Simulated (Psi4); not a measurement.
# BP86/3-21G (sweep point 2) run of BrGa (SMILES [Ga][Br])

Aim: a geometry optimisation of BrGa. The job is set up through a Python script.

The calculation is run with Psi4 1.11.

**1. The molecule**

BrGa has 2 atoms, charge 0, and is taken as a singlet. SMILES: `[Ga][Br]`. Geometry: a GFN2-xTB relaxation, a rough one for these elements and not checked as a minimum. The run starts from this shape.

Bond lengths: Ga1–Br2 2.402 Å.

**2. A geometry optimisation at BP86/3-21G (sweep point 2)**

brga.py

```python
import psi4

psi4.set_memory('1600 MB')
psi4.set_num_threads(1)
psi4.set_output_file('output.dat', False)

mol = psi4.geometry("""
0 1
Ga     0.000000     0.000000     0.000000
Br     0.000000     0.000000     2.401950
units angstrom
symmetry c1
""")

psi4.set_options({
    'basis': '3-21G',
    'reference': 'rks',
    'puream': True,
    'scf_type': 'pk',
    'dft_radial_points': 99,
    'dft_spherical_points': 590,
    'g_convergence': 'gau_tight',
    'geom_maxiter': 50,
})

energy_value, wavefunction = psi4.optimize("bp86", molecule=mol, return_wfn=True)
print(f'bp86 energy: {energy_value:.10f} Eh')
print(mol.to_string(dtype='xyz', units='Angstrom'))
for k, v in sorted(psi4.core.scalar_variables().items()):
    print(f'{k:45s} {v:18.10f}')
```

Run with:

```sh
python brga.py
```

What values should one expect? Wanted: total energy at the end; dipole moment; HOMO energy; LUMO energy; HOMO–LUMO gap; bond length.

**Answer.** As computed:

At BP86/3-21G (sweep point 2):

| quantity | value |
| --- | --- |
| total energy at the end | -4477.71377 Eh |
| dipole moment | 2.17 D |
| HOMO energy | -6.15 eV |
| LUMO energy | -2.46 eV |
| HOMO–LUMO gap | 3.70 eV |
| bond length | 2.418 Å |

What this shows: At the final geometry: Bond lengths: Ga1–Br2 2.418 Å. The optimisation took 4 steps and changed the energy by -0.001 eV.
